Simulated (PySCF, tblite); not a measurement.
# C₆H₉FN₂Si: geometry, infrared bands and NMR shifts

Aim: predict the infrared bands and NMR shifts of C₆H₉FN₂Si (`Fc1cc([SiH3])n(C2CC2)n1`).

Programs: tblite 0.8.0 and PySCF 2.14.0, with density-fitted response routines of our own. Each step states its level of theory. These are calculated values for one molecule in the gas phase, unless marked as measured. Atoms are numbered from 0 throughout.

**1. The molecule as given**

19 atoms, charge 0, multiplicity 1; geometry from: force field or distance geometry start.

Bonds of the start (Å): F0–C1 1.34, C1–C2 1.41, C2–C3 1.40, C3–Si4 1.87, C3–N5 1.38, N5–C6 1.48, C6–C7 1.51, C7–C8 1.49, N5–N9 1.34, N9–C1 1.32, C8–C6 1.51, C2–H10 1.07, Si4–H11 1.48, Si4–H12 1.48, Si4–H13 1.49, C6–H14 1.08, C7–H15 1.09, C7–H16 1.08, C8–H17 1.09, C8–H18 1.09.

**2. Relaxing the molecule with GFN2-xTB**

What the job is given:

```
{"job": {"kind": "relax", "xc": "GFN2-xTB", "basis": "xTB"}, "charge": 0, "multiplicity": 1}
F      2.479100     3.001900     0.734600
C      1.765600     1.920200     0.386600
C      2.340700     0.636500     0.268300
C      1.277300    -0.189000    -0.110900
Si     1.251600    -2.028800    -0.467400
N      0.183300     0.652700    -0.142000
C     -1.196500     0.255600    -0.500800
C     -2.063900    -0.553000     0.438700
C     -2.401900     0.873500     0.163600
N      0.464200     1.934300     0.145500
H      3.363700     0.362800     0.409100
H      0.551000    -2.741300     0.625400
H      2.643400    -2.517500    -0.574900
H      0.540000    -2.251500    -1.756800
H     -1.295400     0.075700    -1.561100
H     -2.709900    -1.318000     0.012100
H     -1.693300    -0.798300     1.425300
H     -3.266100     1.089800    -0.462500
H     -2.242900     1.603600     0.959700
```

Launch:

```
> OMP_NUM_THREADS=1 python probes_run.py task.json out
```

This one command runs all jobs of the session in turn.

**Question.** This job is followed by: GFN2-xTB harmonic vibrations, gas phase; GIAO PBE0/pcSseg-1 NMR shielding, non-relativistic, gas phase. What will the session give for the following? strongest single infrared mode (GFN2-xTB); zero-point energy (GFN2-xTB); 13C shifts against TMS (PBE0/pcSseg-1, means over atoms taken as alike); 1H shifts against TMS (PBE0/pcSseg-1, means over atoms taken as alike); 19F shifts against CFCl3 (PBE0/pcSseg-1); 29Si shifts against TMS (PBE0/pcSseg-1); 15N shifts against NH3 (PBE0/pcSseg-1).

As calculated:

| quantity | value |
| --- | --- |
| strongest single infrared mode (GFN2-xTB) | 791 cm⁻¹, 424 km/mol |
| zero-point energy (GFN2-xTB) | 85.7 kcal/mol |
| 13C shifts against TMS (PBE0/pcSseg-1, means over atoms taken as alike) | 173.3, 134.9, 105.3, 35.6, 10.5 ppm |
| 1H shifts against TMS (PBE0/pcSseg-1, means over atoms taken as alike) | 5.97, 4.53, 3.20, 1.54, 0.92 ppm |
| 19F shifts against CFCl3 (PBE0/pcSseg-1) | -142.0 ppm |
| 29Si shifts against TMS (PBE0/pcSseg-1) | -89.5 ppm |
| 15N shifts against NH3 (PBE0/pcSseg-1) | 310.6, 229.4 ppm |

**Reading.** Over 166 steps the energy fell by 0.214 eV; of the close pairs, N5–C6 changed most, 1.480 to 1.420 Å. No mode is imaginary among the 51: a minimum at this level. Unscaled tight-binding wavenumbers are off by several per cent, some by more. Its intensities can rank the bands wrongly. At PBE0/pcSseg-1: The largest span, 427 ppm, is at N9, where the paramagnetic term is -370 ppm. NICS(1)zz of -26 ppm above the planar ring from C1 marks a diatropic (aromatic) ring current.
